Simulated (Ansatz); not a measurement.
# AsSe4: the cost of one run

Method: DFT PBE, scalar-relativistic, plane waves, PAW, in Ansatz 0.2.0.

**1. Starting point**

The structure is cubic, space group P-43m (No. 215). The conventional cell has a = 5.307 Å, b = 5.307 Å, c = 5.307 Å, α = 90.00°, β = 90.00°, γ = 90.00°. As (site symmetry -43m) has 4 Se at 2.30 Å in its first shell of neighbours. Se (site symmetry 3m) is surrounded by 1 As at 2.30 Å.

Coordinates:

```
CELL_PARAMETERS angstrom
5.30655 0.00000 0.00000
0.00000 5.30655 0.00000
0.00000 0.00000 5.30655
ATOMIC_POSITIONS crystal
As 0.00000 0.00000 0.00000
Se 0.25000 0.25000 0.25000
Se 0.75000 0.75000 0.25000
Se 0.25000 0.75000 0.75000
Se 0.75000 0.25000 0.75000
```

Recipe of the guess: species swapped into a database cell of SnI4 (P-43m, No. 215), with As on the Sn sites and Se on the I sites. Lengths come from tabulated atomic sizes and are only a guess.

**2. The guess as it stands, on a coarse mesh**

The input, input.yaml:

```yaml
crystal:
  lattice:
    - [5.30655213, 0.0, 0.0]
    - [0.0, 5.30655213, 0.0]
    - [0.0, 0.0, 5.30655213]
  atoms:
    - { symbol: As, position: [0.0, 0.0, 0.0] }
    - { symbol: Se, position: [0.25, 0.25, 0.25] }
    - { symbol: Se, position: [0.75, 0.75, 0.25] }
    - { symbol: Se, position: [0.25, 0.75, 0.75] }
    - { symbol: Se, position: [0.75, 0.25, 0.75] }
basis:
  ecutwfc: 420
kpoints:
  mp_grid: { grid: [4, 4, 4] }
hamiltonian:
  xc: pbe
scf:
  occupations: { method: gaussian, width: 0.1 }
  lower_state_search: "off"
output:
  forces: true
  stress: true
  eigenvalues: true
```

On the command line:

```bash
ansatz run input.yaml --threads 1 --pin off --max-ram 2560MiB --backend cpu --events-out ev --progress --plain --runs-dir out
```

Q: Estimate wall time and peak memory on 1 thread of Intel Xeon at 2.50GHz (Skylake/Cascade Lake), shared host.

About 9.9 s, with a peak of 0.38 GiB.
